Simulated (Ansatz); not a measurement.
# ZrC: a line through a two-coordinate scan

Aim: follow the energy of ZrC (Fm-3m, No. 225; 2 atoms in the cell) along one coordinate, strain +e along z and -e/2 along x and y, with the other held at amplitude of mode 4 (450 cm⁻¹) = −0.115 Å.

Computed with Ansatz 0.2.0 (DFT LDA, scalar-relativistic, plane waves, PAW, unless a step's input says otherwise).

### 1 The structure to begin with

Symmetry: Fm-3m, No. 225, cubic system. The conventional cell has a = 4.641 Å, b = 4.641 Å, c = 4.641 Å, α = 90.00°, β = 90.00°, γ = 90.00°. Around Zr (site symmetry m-3m) lie 6 C at 2.32 Å. Around C (site symmetry m-3m) lie 6 Zr at 2.32 Å.

Coordinates:

```
Zr C
1.0
     0.00000    2.32073    2.32073
     2.32073    0.00000    2.32073
     2.32073    2.32073    0.00000
Zr C
1 1
Direct
  0.50000 0.50000 0.50000
  0.00000 0.00000 0.00000
```

This cell was relaxed beforehand with the same method: volume 12.50 Å³/atom, gap on the mesh none (metal).

### 2 The scan

The energy is mapped over a normal mode and a strain (zone-centre modes of the cell shown) (x along [1 0 0], y along [0 1 0], z along [0 0 1] of the conventional cell).

First coordinate, amplitude of mode 4 (450 cm⁻¹), largest displacement in the unstrained cell: 7 values from −0.172 Å. Second coordinate, strain +e along z and -e/2 along x and y: 7 values from −7.00 %.

Nothing else is relaxed (the pattern is fixed in fractional coordinates). Energies count from the relaxed high-symmetry cell. Points are written as (first, second).

The modes come from a phonon run on the reference cell, made beforehand.

The patterns, per unit of each coordinate (Å):

```
atom      x1     y1     z1
 Zr1  -0.132  0.000  0.000
  C2   1.000  0.000  0.000
```

### 3 Grid point (−0.115 Å, −7.00 %)

input.yaml

```yaml
crystal:
  lattice:
    - [0.0, 2.4019541123, 2.1582776081]
    - [2.4019541123, 0.0, 2.1582776081]
    - [2.4019541123, 2.4019541123, 0.0]
  atoms:
    - { symbol: Zr, position: [0.4967462522, 0.5032537478, 0.5032537478] }
    - { symbol: C, position: [0.0247120666, -0.0247120666, -0.0247120666] }
basis:
  ecutwfc: 520.0
kpoints:
  mp_grid: { grid: [16, 16, 16] }
hamiltonian:
  xc: lda
scf:
  occupations: { method: gaussian, width: 0.15 }
output:
  forces: true
  stress: true
  eigenvalues: true
```

Launch:

```
$ ansatz run input.yaml --threads 1 --pin off --max-ram 2048MiB --backend cpu --events-out ev --progress --plain --runs-dir out
```

Further runs follow: the other points of the line.

Q: Predict the outcome of this session. Wanted: for each run, strain +e along z and -e/2 along x and y; energy; slope; pressure; largest force on an atom.

The runs gave:

| strain +e along z and -e/2 along x and y (%) | step | energy (meV) | slope (meV per %) | pressure (GPa) | largest force on an atom (eV/Å) |
| --- | --- | --- | --- | --- | --- |
| −7.00 | 3 | 309 | −81 | 7.1 | 0.56 |
| −4.67 | 4 | 161 | −48 | 3.8 | 0.72 |
| −2.33 | 5 | 83 | −20 | 2.0 | 0.87 |
| 0.00 | 6 | 65 | 4 | 1.5 | 1.02 |
| 2.33 | 7 | 100 | 26 | 2.3 | 1.19 |
| 4.67 | 8 | 183 | 45 | 4.4 | 1.38 |
| 7.00 | 9 | 311 | 64 | 7.7 | 1.58 |

Energies count from the relaxed high-symmetry cell. Slopes come from the forces and the stress, not from differences of energies.

What this shows: Along the line the energy is lowest at 0.00 %, 65 meV from the zero. Energies and slopes round the minimum, fitted together, put the minimum at −0.419 %, with a curvature of about 9.8 meV per %². The highest point, at 7.00 %, lies 246 meV above the lowest. This is one cut through a surface in two coordinates; the map's lowest point lies off it. With the other coordinates free, the energies away from the reference would be the same or lower.
